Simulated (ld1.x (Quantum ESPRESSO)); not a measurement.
# A TM potential for Hf, from input to tests

Task: generate the file, and judge it by its errors in other configurations, its logarithmic derivatives, its ghosts and its cutoff.

The numbers are computed with ld1.x (Quantum ESPRESSO) 7.5 (PBE, scalar-relativistic, spin-unpolarised reference atom).

## (1) The design

The settings as typed:

```json
{
  "element": "hafnium (Hf, Z = 72)",
  "type": "norm-conserving Troullier–Martins (Kleinman–Bylander form)",
  "frozen core": "[Xe] 4f14",
  "valence charge": "4",
  "reference configuration": "5d3 6s1 6p0",
  "partial waves": "6s (bound): rc 2.10 bohr; 6p (bound, empty): rc 2.90 bohr; 5f channel at -0.2 Ry: rc 2.80 bohr; 5d (bound): rc 2.80 bohr",
  "local potential": "the d channel",
  "core correction": "a·sin(br)/r model core inside 1.40 bohr"
}
```

The outer shells as boxes (Hund's rule for the drawing; the calculation is spin-unpolarised):

```
[Xe] core
4f [↑↓][↑↓][↑↓][↑↓][↑↓][↑↓][↑↓]
5d [↑ ][↑ ][↑ ][  ][  ]
6s [↑ ]
6p [  ][  ][  ]
```

An earlier all-electron run gives the scale for the radii.

All-electron outer shells of the reference configuration (PBE, scalar-relativistic, ld1.x):

```tsv
shell	level (eV)	outermost node (bohr)	outermost maximum (bohr)
5p	-34.30	0.60	1.16
4f	-15.47	–	0.45
6s	-4.74	1.37	2.96
5d	-1.99	0.67	1.73
6p	-1.28	1.67	4.26
```

## (2) Generation

File Hf.in:

```
 &input
   title='Hf', zed=72., rel=1, dft='PBE', iswitch=3,
   config='[Xe] 4f14 5d3 5f-2 6s1 6p0',
   nld=4, rlderiv=3.15, eminld=-2.0, emaxld=5.0, deld=0.02
 /
 &inputp
   pseudotype=2, tm=.true., lloc=2,
   nlcc=.true., rcore=1.40,
   file_pseudopw='Hf.UPF', file_wfcaegen='ae.wfc', file_wfcncgen='nc.wfc', file_beta='beta', file_chi='chi'
 /
4
6S  1  0   1.00   0.00  2.10  2.10  0.0
6P  2  1   0.00   0.00  2.90  2.90  0.0
5F  4  3  -2.00  -0.20  2.80  2.80  0.0
5D  3  2   3.00   0.00  2.80  2.80  0.0
 &test
   configts(1)='5d3 6s1 6p0'
 /
```

The run is started by

```bash
$ ld1.x < Hf.in > Hf.out
```

Output in Hf.out (without the banner and most projector matrices):

```text
     Program LD1 v.7.5
     --------------------------- All-electron run ----------------------------

     Hf
     scalar relativistic calculation

     atomic number is 72.00
     dft =PBE   lsd =0 sic =0 latt =0  beta=0.20 tr2=1.0E-14
     Exchange-correlation= PBE
                           (   1   4   3   4   0   0   0)
     mesh =1271 r(mesh) =  99.31870 a.u. xmin = -7.00 dx = 0.01250
     1 Ry =  13.60569312 eV, c = 137.03599908

     n l     nl                  e(Ry)          e(Ha)          e(eV)
     1 0     1S 1( 2.00)     -4798.5168     -2399.2584    -65287.1464
     2 0     2S 1( 2.00)      -820.5458      -410.2729    -11164.0944
     2 1     2P 1( 6.00)      -720.4161      -360.2081     -9801.7609
     3 0     3S 1( 2.00)      -186.8886       -93.4443     -2542.7486
     3 1     3P 1( 6.00)      -156.9802       -78.4901     -2135.8248
     4 0     4S 1( 2.00)       -37.5727       -18.7863      -511.2023
     4 1     4P 1( 6.00)       -27.7624       -13.8812      -377.7265
     3 2     3D 1(10.00)      -121.6043       -60.8021     -1654.5106
     5 0     5S 1( 2.00)        -4.8236        -2.4118       -65.6280
     5 1     5P 1( 6.00)        -2.5208        -1.2604       -34.2975
     4 2     4D 1(10.00)       -15.0899        -7.5450      -205.3090
     4 3     4F 1(14.00)        -1.1368        -0.5684       -15.4673
     5 2     5D 1( 3.00)        -0.1460        -0.0730        -1.9868
     6 0     6S 1( 1.00)        -0.3482        -0.1741        -4.7369
     6 1     6P 1( 0.00)        -0.0939        -0.0470        -1.2782

     final scf error:  6.5E-15 reached in  28 iterations

     Etot =  -30156.252406 Ry,  -15078.126203 Ha, -410296.715971 eV

     Ekin =   33046.393428 Ry,   16523.196714 Ha,  449619.087804 eV
     Encl =  -74406.815227 Ry,  -37203.407614 Ha,-1012356.294243 eV
     Eh   =   11819.445539 Ry,    5909.722769 Ha,  160811.748882 eV
     Exc  =    -615.276145 Ry,    -307.638072 Ha,   -8371.258414 eV

     normalization and overlap integrals

     s(1S/1S) =  1.000000  <r> =   0.0190  <r2> =    0.0005  r(max) =   0.0120
     s(2S/2S) =  1.000000  <r> =   0.0804  <r2> =    0.0076  r(max) =   0.0679
     s(2P/2P) =  1.000000  <r> =   0.0717  <r2> =    0.0063  r(max) =   0.0556
     s(3S/3S) =  1.000000  <r> =   0.2086  <r2> =    0.0498  r(max) =   0.1917
     s(3P/3P) =  1.000000  <r> =   0.2085  <r2> =    0.0504  r(max) =   0.1893
     s(4S/4S) =  1.000000  <r> =   0.4682  <r2> =    0.2475  r(max) =   0.4375
     s(4P/4P) =  1.000000  <r> =   0.4976  <r2> =    0.2818  r(max) =   0.4599
     s(3D/3D) =  1.000000  <r> =   0.1890  <r2> =    0.0419  r(max) =   0.1550
     s(5S/5S) =  1.000000  <r> =   1.1366  <r2> =    1.4546  r(max) =   1.0109
     s(5P/5P) =  1.000000  <r> =   1.3479  <r2> =    2.0698  r(max) =   1.1599
     s(4D/4D) =  1.000000  <r> =   0.5351  <r2> =    0.3322  r(max) =   0.4716
     s(4F/4F) =  1.000000  <r> =   0.6782  <r2> =    0.5984  r(max) =   0.4542
     s(5D/5D) =  1.000000  <r> =   2.7044  <r2> =    9.4226  r(max) =   1.7304
     s(6S/6S) =  1.000000  <r> =   3.5435  <r2> =   14.3820  r(max) =   2.9619
     s(6P/6P) =  1.000000  <r> =   5.4124  <r2> =   34.3644  r(max) =   4.2560

     ------------------------ End of All-electron run ------------------------

     --------------------- Generating NC pseudopotential ---------------------

      Generating local pot.: lloc=2, matching radius rcloc =   2.8000

      Computing core charge for nlcc:

       r > 1.42 : true rho core
       r < 1.42 : rho core = a sin(br)/r    a=  10.22  b=   1.79

      Integrated core pseudo-charge :  11.88

      Wfc   6S  rcut= 2.113  Using Troullier-Martins method

      Wfc   6P  rcut= 2.925  Using Troullier-Martins method

      Wfc   5F  rcut= 2.782  Using Troullier-Martins method

     ------------------- End of pseudopotential generation -------------------

     [... the all-electron block is printed once more ...]


     Computing logarithmic derivative in   3.13335
     Computing logarithmic derivative in   3.13335
     Computing the partial wave expansion
     R is outside the sphere for l=    0 j= 0.00
     R is outside the sphere for l=    1 j= 0.00
       no projector for channel:   2
     R is outside the sphere for l=    3 j= 0.00

     ---------------------- Testing the pseudopotential ----------------------

     Hf
     scalar relativistic calculation

     atomic number is 72.00   valence charge is  4.00
     dft =PBE   lsd =0 sic =0 latt =0  beta=0.20 tr2=1.0E-14
     mesh =1271 r(mesh) =  99.31870 xmin = -7.00 dx = 0.01250

     n l     nl             e AE (Ry)        e PS (Ry)    De AE-PS (Ry)
     3 2     5D   1( 3.00)       -0.14602       -0.14602        0.00000
     1 0     6S   1( 1.00)       -0.34816       -0.34816       -0.00000
     2 1     6P   1( 0.00)       -0.09394       -0.09394       -0.00000

     eps = 3.9E-15  iter = 12

     Etot =  -30156.252406 Ry,  -15078.126203 Ha, -410296.715971 eV
     Etotps =   -21.316792 Ry,     -10.658396 Ha,    -290.029728 eV

     Ekin =       6.389056 Ry,       3.194528 Ha,      86.927533 eV
     Encl =     -14.558525 Ry,      -7.279262 Ha,    -198.078817 eV
     Ehrt =       5.033148 Ry,       2.516574 Ha,      68.479464 eV
     Ecxc =     -18.536889 Ry,      -9.268444 Ha,    -252.207222 eV
     (Ecc =     -15.755700 Ry,      -7.877850 Ha,    -214.367218 eV)
     Epseu=       0.356418 Ry,       0.178209 Ha,       4.849314 eV

     ---------------------- End of pseudopotential test ----------------------
```

It took 2.2 s on 1 thread of Neoverse-V1, shared host. (Generation and the later configuration tests together.)

Partial waves on a coarse radial grid (AE all-electron, PS pseudo):

| r (bohr) | 5d AE | 5d PS |
| --- | --- | --- |
| 0.145 | 0.1507 | 0.0022 |
| 0.290 | -0.1540 | 0.0171 |
| 0.435 | -0.2498 | 0.0540 |
| 0.580 | -0.1170 | 0.1166 |
| 0.725 | 0.0798 | 0.2019 |
| 0.870 | 0.2600 | 0.3008 |
| 1.015 | 0.4003 | 0.4012 |
| 1.160 | 0.4999 | 0.4910 |
| 1.305 | 0.5650 | 0.5612 |
| 1.450 | 0.6036 | 0.6082 |
| 1.595 | 0.6224 | 0.6325 |
| 1.740 | 0.6272 | 0.6385 |
| 1.885 | 0.6222 | 0.6315 |
| 2.030 | 0.6106 | 0.6165 |
| 2.175 | 0.5947 | 0.5976 |
| 2.320 | 0.5760 | 0.5770 |
| 2.465 | 0.5557 | 0.5559 |
| 2.610 | 0.5345 | 0.5346 |
| 2.755 | 0.5131 | 0.5131 |
| 2.900 | 0.4916 | 0.4916 |
| 3.045 | 0.4703 | 0.4703 |
| 3.190 | 0.4494 | 0.4494 |
| 3.335 | 0.4290 | 0.4290 |
| 3.480 | 0.4090 | 0.4090 |
| 3.625 | 0.3896 | 0.3896 |
| 3.770 | 0.3708 | 0.3708 |

## (3) Transferability test

File Hf.test.in:

```
 &input
   title='Hf', zed=72., rel=1, dft='PBE', iswitch=2,
   config='[Xe] 4f14 5d3 5f-2 6s1 6p0'
 /
 &test
   file_pseudo='Hf.UPF', nconf=8,
   configts(1)='5d3 6s1 6p0',
   configts(2)='5d2 6s2 6p0',
   configts(3)='5d2 6s1 6p0',
   configts(4)='5d2 6s0 6p0',
   configts(5)='5d2 6s0 6p1',
   configts(6)='5d2 6s1 6p1',
   configts(7)='5d2 6s1.5 6p0',
   configts(8)='5d1 6s0 6p0'
 /
```

The run is started by

```bash
$ ld1.x < Hf.test.in > Hf.test.out
```

Hf.test.out, the pseudopotential blocks, each with the warnings that came before it:

```text
     ---------------------- Testing the pseudopotential ----------------------

     Hf
     scalar relativistic calculation

     atomic number is 72.00   valence charge is  4.00
     dft =PBE   lsd =0 sic =0 latt =0  beta=0.20 tr2=1.0E-14
     mesh =1271 r(mesh) =  99.31870 xmin = -7.00 dx = 0.01250

     n l     nl             e AE (Ry)        e PS (Ry)    De AE-PS (Ry)
     3 2     5D   1( 3.00)       -0.14602       -0.14602        0.00000
     1 0     6S   1( 1.00)       -0.34816       -0.34816       -0.00000
     2 1     6P   1( 0.00)       -0.09394       -0.09394       -0.00000

     eps = 3.9E-15  iter = 12

     Etot =  -30156.252406 Ry,  -15078.126203 Ha, -410296.715970 eV
     Etotps =   -21.316792 Ry,     -10.658396 Ha,    -290.029728 eV

     Ekin =       6.389056 Ry,       3.194528 Ha,      86.927533 eV
     Encl =     -14.558525 Ry,      -7.279262 Ha,    -198.078817 eV
     Ehrt =       5.033148 Ry,       2.516574 Ha,      68.479464 eV
     Ecxc =     -18.536889 Ry,      -9.268444 Ha,    -252.207222 eV
     (Ecc =     -15.755700 Ry,      -7.877850 Ha,    -214.367218 eV)
     Epseu=       0.356418 Ry,       0.178209 Ha,       4.849314 eV

     ---------------------- End of pseudopotential test ----------------------

     Warning: n=2, l=1 expected 0 nodes, found 1
     ---------------------- Testing the pseudopotential ----------------------

     Hf
     [...]
     n l     nl             e AE (Ry)        e PS (Ry)    De AE-PS (Ry)
     3 2     5D   1( 2.00)       -0.19761       -0.20238        0.00476
     1 0     6S   1( 2.00)       -0.37544       -0.37505       -0.00039
     2 1     6P   1( 0.00)       -0.10262       -0.10262        0.00000

     eps = 9.1E-15  iter = 13

     Etot =  -30156.442974 Ry,  -15078.221487 Ha, -410299.308785 eV
     Etotps =   -21.505483 Ry,     -10.752742 Ha,    -292.597007 eV
     dEtot_ae =      -0.190568 Ry
     dEtot_ps =      -0.188692 Ry,   Delta E=      -0.001877 Ry

     [...]
     ---------------------- End of pseudopotential test ----------------------

     ---------------------- Testing the pseudopotential ----------------------

     Hf
     [...]
     n l     nl             e AE (Ry)        e PS (Ry)    De AE-PS (Ry)
     3 2     5D   1( 2.00)       -0.67663       -0.68470        0.00806  !
     1 0     6S   1( 1.00)       -0.80664       -0.80815        0.00151
     2 1     6P   1( 0.00)       -0.46737       -0.46737        0.00000

     eps = 8.8E-15  iter = 10

     Etot =  -30155.856735 Ry,  -15077.928367 Ha, -410291.332597 eV
     Etotps =   -20.918498 Ry,     -10.459249 Ha,    -284.610663 eV
     dEtot_ae =       0.395671 Ry
     dEtot_ps =       0.398294 Ry,   Delta E=      -0.002623 Ry

     [...]
     ---------------------- End of pseudopotential test ----------------------

     ---------------------- Testing the pseudopotential ----------------------

     Hf
     [...]
     n l     nl             e AE (Ry)        e PS (Ry)    De AE-PS (Ry)
     3 2     5D   1( 2.00)       -1.22774       -1.24099        0.01325  !
     1 0     6S   1( 0.00)       -1.28626       -1.29020        0.00394
     2 1     6P   1( 0.00)       -0.88327       -0.88327        0.00000

     eps = 9.1E-15  iter = 12

     Etot =  -30154.814546 Ry,  -15077.407273 Ha, -410277.152887 eV
     Etotps =   -19.873248 Ry,      -9.936624 Ha,    -270.389307 eV
     dEtot_ae =       1.437860 Ry
     dEtot_ps =       1.443544 Ry,   Delta E=      -0.005684 Ry

     [...]
     ---------------------- End of pseudopotential test ----------------------

     BEWARE! Errors in PS-KS equations
     Warning: n=3, l=2 expected 0 nodes, found 1
     ---------------------- Testing the pseudopotential ----------------------

     Hf
     [...]
     n l     nl             e AE (Ry)        e PS (Ry)    De AE-PS (Ry)
     3 2     5D   1( 2.00)       -0.76073       -1.24099        0.48026  !
     1 0     6S   1( 0.00)       -0.86782       -1.12816        0.26034  !
     2 1     6P   1( 1.00)       -0.51939       -0.51939        0.00000

     eps = 2.3E-15  iter = 29

     Etot =  -30155.512868 Ry,  -15077.756434 Ha, -410286.654050 eV
     Etotps =   -20.392636 Ry,     -10.196318 Ha,    -277.455953 eV
     dEtot_ae =       0.739537 Ry
     dEtot_ps =       0.924155 Ry,   Delta E=      -0.184618 Ry

     [...]
     ---------------------- End of pseudopotential test ----------------------

     BEWARE! Errors in PS-KS equations
     ---------------------- Testing the pseudopotential ----------------------

     Hf
     [...]
     n l     nl             e AE (Ry)        e PS (Ry)    De AE-PS (Ry)
     3 2     5D   1( 2.00)       -0.28503       -0.68470        0.39967  !
     1 0     6S   1( 1.00)       -0.44109       -0.80815        0.36706  !
     2 1     6P   1( 1.00)       -0.15157       -0.15157        0.00000

     eps = 5.0E-15  iter = 33

     Etot =  -30156.161789 Ry,  -15078.080895 Ha, -410295.483069 eV
     Etotps =   -21.070071 Ry,     -10.535035 Ha,    -286.672916 eV
     dEtot_ae =       0.090616 Ry
     dEtot_ps =       0.246721 Ry,   Delta E=      -0.156105 Ry

     [...]
     ---------------------- End of pseudopotential test ----------------------

     ---------------------- Testing the pseudopotential ----------------------

     Hf
     [...]
     n l     nl             e AE (Ry)        e PS (Ry)    De AE-PS (Ry)
     3 2     5D   1( 2.00)       -0.42688       -0.43308        0.00620  !
     1 0     6S   1( 1.50)       -0.58420       -0.58470        0.00050
     2 1     6P   1( 0.00)       -0.27724       -0.27724        0.00000

     eps = 4.5E-15  iter = 12

     Etot =  -30156.203808 Ry,  -15078.101904 Ha, -410296.054760 eV
     Etotps =   -21.266194 Ry,     -10.633097 Ha,    -289.341315 eV
     dEtot_ae =       0.048598 Ry
     dEtot_ps =       0.050597 Ry,   Delta E=      -0.001999 Ry

     [...]
     ---------------------- End of pseudopotential test ----------------------

     ---------------------- Testing the pseudopotential ----------------------

     Hf
     [...]
     n l     nl             e AE (Ry)        e PS (Ry)    De AE-PS (Ry)
     3 2     5D   1( 1.00)       -1.99375       -2.04050        0.04676  !
     1 0     6S   1( 0.00)       -1.90796       -1.91962        0.01166  !
     2 1     6P   1( 0.00)       -1.41859       -1.41859        0.00000

     eps = 8.9E-16  iter =  6

     Etot =  -30153.212710 Ry,  -15076.606355 Ha, -410255.358809 eV
     Etotps =   -18.242852 Ry,      -9.121426 Ha,    -248.206650 eV
     dEtot_ae =       3.039695 Ry
     dEtot_ps =       3.073940 Ry,   Delta E=      -0.034244 Ry

     [...]
     ---------------------- End of pseudopotential test ----------------------
```

2 tests gave no usable energy difference (5d2 6s0 6p1; 5d2 6s1 6p1).

The tests as a table, with energies relative to 5d3 6s1 6p0. A star marks tests that logged a warning.

| valence configuration | charge | ΔE all-electron (eV) | error AE − PS (meV) |
| --- | --- | --- | --- |
| 5d2 6s2 6p0 * | 0 | -2.593 | -26 |
| 5d2 6s1 6p0 | +1 | 5.383 | -36 |
| 5d2 6s0 6p0 | +2 | 19.563 | -77 |
| 5d2 6s1.5 6p0 | +0.5 | 0.661 | -27 |
| 5d1 6s0 6p0 | +3 | 41.357 | -466 |

## (4) Logarithmic derivatives

Taken from the files of the generation run. The phase is arctan(r·u′/u) with u = r·R, unwrapped, with energies in Ry. A pole is an energy at which the radial function vanishes at the test radius. The pseudo phase is shifted by a multiple of π to meet the all-electron one at the reference energy. Levels narrower than the energy grid can be missing from the poles. The last column is the largest difference on the grid between −1 and +1 Ry.

| channel | radius (bohr) | reference (Ry) | poles AE | poles PS | window around the reference with phases within 0.05 rad (Ry) | largest difference near zero (rad) |
| --- | --- | --- | --- | --- | --- | --- |
| s | 3.13 | -0.35 | 1.18 | -1.52, 1.26 | -1.4 to 3.0 | 0.011 |
| p | 3.13 | -0.09 | 2.40 | -0.03, 2.66 | below 0.0 | 3.060 |
| d | 3.13 | -0.15 | 0.29, 4.60 | 0.30, 4.72 | below 1.6 | 0.007 |
| f | 3.13 | -0.20 | -1.13, 2.96 | 2.69 | -1.1 to 0.9 | 0.044 |

Phases (rad) along the scan:

| E (Ry) | p AE | p PS | f AE | f PS |
| --- | --- | --- | --- | --- |
| -2.00 | 1.357 | 1.323 | 1.376 | -1.763 |
| -1.52 | 1.307 | 1.282 | 1.355 | -1.782 |
| -1.04 | 1.240 | 1.219 | -1.793 | -1.807 |
| -0.56 | 1.120 | 1.102 | -1.842 | -1.843 |
| -0.08 | 0.814 | 0.813 | -1.901 | -1.901 |
| 0.40 | -0.234 | -3.185 | -2.008 | -2.013 |
| 0.88 | -1.126 | -4.147 | -2.279 | -2.323 |
| 1.36 | -1.384 | -4.463 | -3.286 | -3.568 |
| 1.84 | -1.495 | -4.595 | -4.288 | -4.412 |
| 2.32 | -1.562 | -4.672 | -4.563 | -4.630 |
| 2.80 | -1.613 | -4.728 | -4.684 | -4.732 |
| 3.28 | -1.660 | -4.779 | -4.765 | -4.805 |
| 3.76 | -1.714 | -4.840 | -4.845 | -4.877 |
| 4.24 | -1.793 | -4.937 | -4.963 | -4.972 |
| 4.72 | -1.948 | -5.194 | -5.272 | -5.143 |

## (5) Plane-wave convergence, by spherical Bessel functions

This step uses the generator's waves and projectors in a separate script. Basis: spherical Bessel functions vanishing at 20 bohr, q² up to the cutoff; potential fixed at the reference.

All-electron valence levels (Ry): 6s -0.3482, 6p -0.0939, 5d -0.1460. The lowest levels of each channel (Ry) by cutoff; the last column sums, over occupied levels, occupation times the distance from the level at 400 Ry. A positive value at high cutoff is not a bound level.

| cutoff (Ry) | s #1 | s #2 | p #1 | f #1 | d #1 | Σ f·Δε (mRy) |
| --- | --- | --- | --- | --- | --- | --- |
| 8 | -0.5515 | -0.1584 | -0.0934 | 0.0959 | -0.0455 | 491.3 |
| 12 | -1.2771 | -0.3336 | -0.0937 | 0.0959 | -0.1100 | 122.7 |
| 18 | -1.5262 | -0.3467 | -0.0938 | 0.0959 | -0.1427 | 11.5 |
| 21 | -1.5315 | -0.3468 | -0.0939 | 0.0959 | -0.1452 | 3.8 |
| 30 | -1.5350 | -0.3474 | -0.0939 | 0.0959 | -0.1460 | 0.9 |
| 40 | -1.5373 | -0.3476 | -0.0939 | 0.0959 | -0.1460 | 0.6 |
| 400 | -1.5390 | -0.3482 | -0.0939 | 0.0959 | -0.1460 | 0.0 |

The sum stays within 10 mRy from 21 Ry and within 1 mRy from 30 Ry. The sum leaves out empty levels, which can need more. Ghost test: ghost state, bound below the all-electron valence or empty levels of the same l: s at -20.9 eV.

## (6) Summary of results

| quantity | value |
| --- | --- |
| cutoffs for 10 and 1 mRy, occupied levels | 21 Ry and 30 Ry |
| bound ghosts | s at -20.94 eV |
| largest test error (AE − PS) | -466 meV, for 5d1 6s0 6p0 (2 tests unsolved) |
| largest phase difference near zero energy, channels read | 3.060 rad |

What this shows: It has a bound ghost (s), a state that the atom doesn't have, and that rules the file out. By total energies transferability is poor: the largest error is 466 meV on 41.4 eV, for 5d1 6s0 6p0. Of the tests 2 gave no usable energy difference, which is a warning in itself. By its cutoff, 21 Ry for the looser tolerance, it is soft on the atom at that tolerance. The slowest occupied level is 6s: taken alone it needs 30 Ry to come within 1 mRy, against 21 Ry for 5d. Near zero energy the largest phase difference among the channels read is 3.06 rad, in the p channel. A step near π is an extra or missing state, not a misfit of shape. The pseudo curves have poles with no partner nearby in the atom's: s at -1.52 Ry, p at -0.03 Ry.
